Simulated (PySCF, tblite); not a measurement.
# BrH₇PSi₃ radical: geometry, infrared bands and EPR parameters

What infrared bands and EPR parameters should BrH₇PSi₃ radical (`[SiH2]P([SiH3])[SiH2]Br`) show?

Programs: tblite 0.8.0 and PySCF 2.14.0, with density-fitted response routines of our own. Each step states its level of theory. These are calculated values for one molecule in the gas phase, unless marked as measured. Atoms are numbered from 0 throughout.

### Step 1. The starting structure

12 atoms, charge 0, multiplicity 2; geometry from: force field or distance geometry start.

Bonds of the start (Å): Si0–P1 2.23, P1–Si2 2.19, P1–Si3 2.22, Si3–Br4 2.28, Si0–H5 1.44, Si0–H6 1.45, Si2–H7 1.48, Si2–H8 1.46, Si2–H9 1.48, Si3–H10 1.48, Si3–H11 1.45.

### Step 2. Geometry optimisation with GFN2-xTB

The job: settings as JSON, then the geometry in Å.

```
{"job": {"kind": "relax", "xc": "GFN2-xTB", "basis": "xTB"}, "charge": 0, "multiplicity": 2}
Si     0.427400    -2.107900     0.104300
P     -0.181100    -0.133300    -0.739100
Si    -2.059700     0.358300     0.271600
Si     1.471900     1.244100    -0.184900
Br     1.898600     1.167900     2.057500
H      1.699500    -2.058100     0.780700
H      0.315300    -3.109600    -0.942000
H     -2.850000     1.268300    -0.594000
H     -1.803500     1.005700     1.560400
H     -2.832400    -0.898100     0.416700
H      2.672100     0.662200    -0.830300
H      1.243100     2.599700    -0.632700
```

The run is started by

```sh
OMP_NUM_THREADS=1 python probes_run.py task.json out
```

This one command runs all jobs of the session in turn.

What it wrote:

```text
step      E/eV     max force
  0    -418.22263    1.055
  1    -418.27325    0.691
  2    -418.30722    0.373
  3    -418.31585    0.333
  4    -418.33246    0.406
  5    -418.34330    0.387
  6    -418.35447    0.258
  7    -418.35980    0.193
  8    -418.36321    0.112
  9    -418.36472    0.105
 10    -418.36574    0.109
 11    -418.36716    0.132
 12    -418.36948    0.194
 13    -418.37273    0.205
 14    -418.37609    0.192
 15    -418.37850    0.133
 16    -418.38003    0.112
 17    -418.38147    0.144
 18    -418.38328    0.176
 19    -418.38553    0.192
 20    -418.38836    0.183
 21    -418.39161    0.156
 22    -418.39459    0.153
 23    -418.39674    0.123
 24    -418.39811    0.107
 25    -418.39906    0.082
 26    -418.40037    0.114
 27    -418.40217    0.150
 28    -418.40415    0.127
 29    -418.40565    0.110
 30    -418.40639    0.055
 31    -418.40673    0.048
 32    -418.40704    0.056
 33    -418.40740    0.085
 34    -418.40787    0.094
 35    -418.40847    0.075
 36    -418.40912    0.071
 37    -418.40966    0.063
 38    -418.41006    0.069
 39    -418.41047    0.082
 40    -418.41125    0.090
 41    -418.41308    0.160
 42    -418.41673    0.187
 43    -418.41948    0.218
 44    -418.42168    0.156
 45    -418.42364    0.114
 46    -418.42459    0.166
 47    -418.42674    0.189
 48    -418.42932    0.201
 49    -418.43194    0.140
 50    -418.43310    0.119
 51    -418.43542    0.108
 52    -418.43768    0.123
 53    -418.43996    0.132
 54    -418.43654    0.292
 55    -418.44168    0.086
 56    -418.44246    0.094
 57    -418.44432    0.147
 58    -418.44564    0.101
 59    -418.44686    0.119
 60    -418.44940    0.115
 61    -418.45038    0.070
 62    -418.45095    0.111
 63    -418.45148    0.050
 64    -418.45186    0.058
 65    -418.45210    0.065
 66    -418.45283    0.084
 67    -418.45408    0.106
 68    -418.45568    0.095
 69    -418.45685    0.065
 70    -418.45735    0.058
 71    -418.45765    0.049
 72    -418.45807    0.060
 73    -418.45926    0.087
 74    -418.46008    0.075
 75    -418.46062    0.042
 76    -418.46080    0.031
 77    -418.46090    0.031
 78    -418.46102    0.036
 79    -418.46120    0.046
 80    -418.46145    0.040
 81    -418.46161    0.021
 82    -418.46167    0.022
 83    -418.46171    0.024
 84    -418.46178    0.028
 85    -418.46189    0.028
 86    -418.46202    0.026
 87    -418.46211    0.019
 88    -418.46215    0.018
 89    -418.46218    0.016
 90    -418.46224    0.018
 91    -418.46235    0.031
 92    -418.46255    0.043
 93    -418.46276    0.036
 94    -418.46286    0.016
 95    -418.46289    0.011
 96    -418.46290    0.012
 97    -418.46293    0.013
 98    -418.46297    0.020
 99    -418.46304    0.022
100    -418.46308    0.014
101    -418.46310    0.007
```

Wall time 0.71 s (1 thread of Arm Neoverse V2, shared host).

Step by step: (not every step is listed)

```csv
step,energy from step 0 (eV),largest force (eV/Å)
0,0.0000,1.0554
1,-0.0506,0.6914
2,-0.0846,0.3729
3,-0.0932,0.3327
4,-0.1098,0.4065
5,-0.1207,0.3873
6,-0.1318,0.2582
7,-0.1372,0.1932
8,-0.1406,0.1125
16,-0.1574,0.1118
24,-0.1755,0.1070
32,-0.1844,0.0556
40,-0.1886,0.0901
48,-0.2067,0.2012
56,-0.2198,0.0941
64,-0.2292,0.0584
72,-0.2354,0.0602
80,-0.2388,0.0397
88,-0.2395,0.0180
96,-0.2403,0.0121
97,-0.2403,0.0127
98,-0.2403,0.0196
99,-0.2404,0.0219
100,-0.2405,0.0141
101,-0.2405,0.0073
```

Close pairs (by a distance rule), those that changed most:

```csv
bond,before (Å),after (Å),change (Å)
Si3–Br4,2.284,2.214,-0.070
P1–Si2,2.189,2.230,+0.041
Si3–H10,1.482,1.455,-0.027
Si0–H5,1.442,1.468,+0.026
Si2–H9,1.482,1.458,-0.024
Si2–H7,1.484,1.462,-0.022
Si0–P1,2.232,2.216,-0.015
P1–Si3,2.222,2.209,-0.013
```

The end geometry stands in the next job.

### Step 3. Infrared spectrum with GFN2-xTB

The job: settings as JSON, then the geometry in Å.

```
{"job": {"kind": "ir", "xc": "GFN2-xTB", "basis": "xTB"}, "charge": 0, "multiplicity": 2}
Si     0.635316    -2.052717     0.331679
P     -0.031945    -0.285164    -0.826950
Si    -1.923571     0.308995     0.193322
Si     1.371919     1.293164    -0.180873
Br     1.626499     1.375246     2.016826
H      1.963584    -2.405896    -0.183617
H     -0.326184    -3.120404     0.046272
H     -2.330002     1.565723    -0.432922
H     -1.703576     0.479192     1.629002
H     -2.852284    -0.777829    -0.092876
H      2.703475     1.007971    -0.693753
H      0.867969     2.611033    -0.537978
```

What it wrote:

```text
mode    cm-1     km/mol
  1      29.1      5.25
  2      66.6      4.56
  3      83.1      0.67
  4      94.3      0.75
  5     102.4      0.87
  6     113.8      0.17
  7     159.1      9.18
  8     383.6      6.70
  9     424.6     17.83
 10     441.2      9.25
 11     481.7      2.74
 12     497.4      1.55
 13     511.6     33.94
 14     542.2     81.35
 15     564.7     57.67
 16     580.9     88.64
 17     612.6      1.46
 18     698.2    653.10
 19     735.9    464.40
 20     743.1    225.45
 21     754.1    309.57
 22     758.6    134.71
 23     765.7    180.44
 24    2204.8    125.27
 25    2233.3    245.67
 26    2255.3     68.20
 27    2269.4    174.44
 28    2302.9    244.70
 29    2308.9    186.58
 30    2314.0    241.25
```

It took 0.42 s on 1 thread of Arm Neoverse V2, shared host.

Which atoms move in the most intense modes:

```csv
cm⁻¹,km/mol,atoms
698,653.1,"H10 41 %, H11 37 %"
736,464.4,"H5 34 %, H6 32 %"
743,225.4,"H11 30 %, H10 29 %, H9 17 %, H7 13 %"
754,309.6,"H7 30 %, H9 29 %, H8 20 %"
2233,245.7,H6 87 %
2303,244.7,"H9 80 %, H11 12 %"
2309,186.6,"H11 63 %, H10 29 %"
2314,241.2,"H10 66 %, H11 20 %"
```

### Step 4. g tensor and hyperfine couplings: B3LYP/def2-TZVP-core+pcH-1

The job, as its differences from that of step 3:

```diff
@@ -1,2 +1,2 @@
-{"job": {"kind": "ir", "xc": "GFN2-xTB", "basis": "xTB"}, "charge": 0, "multiplicity": 2}
+{"job": {"kind": "epr", "basis": "pcH-1"}, "charge": 0, "multiplicity": 2}
 Si     0.635316    -2.052717     0.331679
```

With the program's defaults for keys left out, this is: UKS B3LYP, def2-TZVP-core on Br, pcH-1 on H P Si, non-relativistic, mean-field spin-orbit, GIAO.

What it wrote:

```text
UKS, coarse grid
  cycle   1  E = -3788.26060913  |g| = 1.57e+00
  cycle   2  E = -3788.27804408  |g| = 4.96e-01
  cycle   3  E = -3788.29227336  |g| = 2.35e-01
  cycle   4  E = -3788.30440840  |g| = 5.00e-02
  cycle   5  E = -3788.30594708  |g| = 8.53e-03
  cycle   6  E = -3788.30598423  |g| = 2.79e-03
  cycle   7  E = -3788.30598780  |g| = 8.70e-04
UKS, final grid
  cycle   1  E = -3788.30603418  |g| = 1.05e-03
  cycle   2  E = -3788.30603341  |g| = 1.55e-03
  cycle   3  E = -3788.30603488  |g| = 5.74e-05
  cycle   4  E = -3788.30603489  |g| = 4.63e-05
  cycle   5  E = -3788.30603489  |g| = 1.18e-05
E = -3788.30603489 Eh   <S^2> = 0.7523 (exact 0.7500)
g shifts (ppm)      1          2          3
  rmc          -141       -141       -141
  gc              4         45         39
  oz_so         209       2527      18245
  total          72       2432      18144
hyperfine (MHz)  atom isotope    a_iso     a_fc   dipolar eigenvalues
    0  29Si    -505.57    -506.43   -156.12     77.85     78.27
    1   31P      17.48      17.12    -58.30    -48.24    106.55
    2  29Si     -15.35     -15.38     -2.40      0.86      1.54
    3  29Si     -24.82     -24.90     -3.70      1.26      2.44
    4  79Br      -1.35      -1.92    -10.29     -8.68     18.97
    5    1H      51.91      51.87     -8.19      0.72      7.47
    6    1H      57.43      57.41     -8.33      0.89      7.44
    7    1H      -1.36      -1.36     -1.05     -0.68      1.73
    8    1H       3.18       3.17     -1.77     -1.07      2.83
    9    1H      -0.68      -0.68     -1.31     -0.86      2.16
   10    1H      -1.02      -1.03     -1.24     -0.82      2.06
   11    1H      -1.73      -1.72     -1.13     -0.66      1.79
```

Wall time 2.6 min (1 thread of Arm Neoverse V2, shared host); peak memory 1.4 GiB.

Principal g values 2.00239, 2.00475, 2.02046; g(iso) = 2.00920, against 2.00232 for a free electron.

Mean a(iso) over the nuclei that a row names, and the largest dipolar term of the row (other rows stand at the frozen geometry):

```csv
nuclei,isotope,a(iso) (MHz),"a(iso) (G, at g = 2.0023)",largest dipolar term (MHz)
Si0,29Si,-505.6,-180.4,-156.1
"H5, H6",1H,54.7,19.5,-8.3
Si3,29Si,-24.8,-8.9,-3.7
P1,31P,17.5,6.2,106.5
Si2,29Si,-15.3,-5.5,-2.4
"H10, H11",1H,-1.4,-0.5,2.1
Br4,79Br,-1.3,-0.5,19.0
"H7, H8, H9",1H,0.4,0.1,2.8
```

Mulliken spin populations:

```csv
atom,value (e)
Si0,0.84
P1,0.11
Si2,0.00
Si3,0.01
Br4,0.01
H5,0.01
H6,0.02
H7,0.00
H8,0.01
H9,0.00
H10,0.00
H11,0.00
```

In first order the couplings over 0.8 MHz of 1H, 31P, 79Br give 72 distinct lines over 47.7 G, if the averaged nuclei exchange fast; the same motion can average rows kept apart here too.

The fields below are evaluated on a grid from the run's orbitals.

ELF in a plane through or near 5 of the atoms.

Values, 10 rows by 14 columns:
```
0.00 0.00 0.00 0.00 0.00 0.00 0.00 0.00 0.00 0.00 0.00 0.00 0.00 0.00
0.00 0.00 0.00 0.00 0.00 0.00 0.00 0.00 0.00 0.00 0.00 0.00 0.00 0.00
0.00 0.00 0.00 0.09 0.89 0.97 0.27 0.00 0.42 0.88 0.40 0.00 0.00 0.00
0.00 0.00 0.02 0.17 0.92 0.97 0.42 0.02 0.85 0.99 0.77 0.03 0.00 0.00
0.00 0.10 0.92 0.99 0.27 0.81 0.73 0.41 0.20 0.83 0.30 0.42 0.04 0.00
0.00 0.09 0.98 1.00 0.70 0.49 0.66 0.48 0.76 0.37 0.97 0.98 0.30 0.00
0.00 0.00 0.01 0.01 0.01 0.15 0.59 0.60 0.23 0.01 0.04 0.14 0.00 0.00
0.00 0.00 0.00 0.20 1.00 1.00 0.46 0.28 1.00 0.97 0.08 0.00 0.00 0.00
0.00 0.00 0.00 0.05 0.92 0.97 0.27 0.42 0.99 0.94 0.09 0.00 0.00 0.00
0.00 0.00 0.00 0.00 0.00 0.01 0.00 0.01 0.02 0.00 0.00 0.00 0.00 0.00
```
The map spans 11.1 Å across and 11.1 Å up, centred on the molecule. Atoms in the plane (x, y in Å): Si2 (-1.7, 1.0), Si3 (1.7, 0.7), H5 (1.0, -3.0), H6 (-1.4, -2.8), H9 (-2.9, 0.3).

On the surface of density 0.002 e/bohr³ the electrostatic potential runs, from the 1st to the 99th percentile, from -0.59 V near P1 to 1.34 V near H11.

The spin density lies nearest to Si0 60 %; P1 14 %; H5, H6 about 10 % each.

### Step 5. Outcome

```
                                                                  quantity                    value
                                 strongest single infrared mode (GFN2-xTB)     698 cm⁻¹, 653 km/mol
                                              zero-point energy (GFN2-xTB)            37.2 kcal/mol
                                                            g(iso) (B3LYP)                  2.00920
                                                                      ⟨S²⟩       0.752 (exact 0.75)
                                        largest a(iso) (averaged by class)  29Si on Si0, -505.6 MHz
potential on the surface of density 0.002 e/bohr³, 1st and 99th percentile       -0.59 V and 1.34 V
```

**Reading.** Over 101 steps the energy fell by 0.240 eV; of the close pairs, Si3–Br4 changed most, 2.284 to 2.214 Å. All 30 modes are real, so the xTB geometry is a minimum. The strongest single mode, at 698 cm⁻¹, moves mainly H10 and H11. Unscaled tight-binding wavenumbers are off by several per cent, some by more. Its intensities can rank the bands wrongly. Si0 carries the largest spin population, 0.84 e. The isotropic g lies 6.9 ppt above the free-electron value. The hyperfine terms hold no scalar relativity, which the heavier nuclei need. These values are for one conformer; the search (at its own cheap level) found 2 more, at 0.69, 0.70 kcal/mol, and measured spectra average over such forms.
